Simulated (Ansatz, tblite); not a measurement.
# The cluster Si₆O+: rung by rung

One table from this session's results is given with a row withheld; the runs are named, their logs left out.

The runs use Ansatz 0.2.0, Gaussian basis; as each input shows.

Levels to be run: GFN1-xTB, GFN2-xTB, PBE-D4/def2-TZVP, r2SCAN-D4/def2-TZVP, r2SCANh-D4/def2-TZVP, ωB97M-V/def2-TZVP, HSE06-D4/def2-TZVP, PBE-D4/def2-SVP, PBE0-D4/def2-SVP, HF/STO-3G, CCSD(T)/def2-SVP, MP2/def2-TZVP.

2 further runs of the same task are left out: 2 set aside as unsound or not needed. Runs told in other sessions of the task aren't counted.

## The geometry

The doublet was relaxed beforehand with r2SCAN-D4/def2-SVP. At that level it is the lowest of the isomers that a small search found.

7 atoms, charge 1, spin multiplicity 2.

Bond lengths: O1–Si3 1.579 Å, O1–Si6 1.773 Å, Si2–Si6 2.335 Å, Si2–Si7 2.413 Å, Si4–Si6 2.264 Å, Si4–Si7 2.288 Å, Si5–Si6 2.336 Å, Si5–Si7 2.414 Å. Angles: Si3–O1–Si6 178.1°, Si6–Si2–Si7 93.4°, Si6–Si4–Si7 98.8°, Si6–Si5–Si7 93.3°, O1–Si6–Si2 137.7°, O1–Si6–Si4 133.7°, O1–Si6–Si5 137.9°, Si2–Si6–Si4 69.3°, Si2–Si6–Si5 78.8° and more.

The ion is computed in the gas phase, without counter-ions or solvent.

PBE0-D4/def2-TZVP was run before; its log isn't repeated, and its numbers join the tables.

The first run:

Tight binding, by tblite at 300 K electronic temperature and without a spin-polarisation term:

```python
tblite.interface.Calculator('GFN1-xTB', numbers, positions, charge=1, uhf=1).singlepoint()
```

Tight binding, by tblite at 300 K electronic temperature and without a spin-polarisation term:

```python
tblite.interface.Calculator('GFN2-xTB', numbers, positions, charge=1, uhf=1).singlepoint()
```

start.molden holds the orbitals of an earlier run on this state, given as this run's starting guess.

in.yaml reads:

```yaml
crystal:
  periodic: [false, false, false]
  atoms:
    - {symbol: O, position_ang: [2.027308, 0.857343, 0.483294]}
    - {symbol: Si, position_ang: [-1.251226, 0.610448, -1.493753]}
    - {symbol: Si, position_ang: [3.433275, 1.473493, 0.852206]}
    - {symbol: Si, position_ang: [-1.547676, 0.001810, 1.032728]}
    - {symbol: Si, position_ang: [-0.449200, -1.975569, -0.282660]}
    - {symbol: Si, position_ang: [0.470046, 0.151133, 0.016225]}
    - {symbol: Si, position_ang: [-2.682526, -1.118658, -0.608039]}
basis:
  gaussian: {orbitals: def2-TZVP, initial_orbitals: start.molden}
total_charge: 1
magnetization: {spin_polarized: true, initial_magnetization: 1}
hamiltonian: {xc: pbe, dispersion: d4}
scf: {omitted_lower_state_checks: [starts]}
output: {forces: true, orbitals: {seedname: orbitals}}
```

Run with:

```sh
> ansatz run in.yaml --threads 4 --pin off --events-out ev --progress --plain --max-ram 4787MiB
```

Steps of the session up to this table: PBE-D4/def2-TZVP; r2SCAN-D4/def2-TZVP; r2SCANh-D4/def2-TZVP; ωB97M-V/def2-TZVP; HSE06-D4/def2-TZVP; PBE-D4/def2-SVP; PBE0-D4/def2-SVP; HF/STO-3G; CCSD(T)/def2-SVP; MP2/def2-TZVP.

One table of the session follows, with a row left open; its other results are not shown here.

| level | HOMO (eV) | LUMO (eV) | gap (eV) |
| --- | --- | --- | --- |
| HF/STO-3G | -7.33 | -0.07 | 7.26 |
| PBE-D4/def2-SVP | -9.28 | -8.62 | 0.66 |
| PBE-D4/def2-TZVP | -9.13 | -8.49 | 0.64 |
| r2SCAN-D4/def2-TZVP | -9.28 | -8.45 | 0.83 |
| r2SCANh-D4/def2-TZVP | -9.53 | -8.19 | 1.34 |
| PBE0-D4/def2-SVP | -9.98 | -7.90 | 2.08 |
| PBE0-D4/def2-TZVP | -9.80 | -7.83 | 1.97 |
| HSE06-D4/def2-TZVP | -9.44 | -8.19 | 1.26 |
| ωB97M-V/def2-TZVP | ? | ? | ? |

Estimate the missing values for ωB97M-V/def2-TZVP.

As computed: HOMO (eV): -11.29; LUMO (eV): -5.88; gap (eV): 5.41. In the column «HOMO (eV)» it is the lowest.
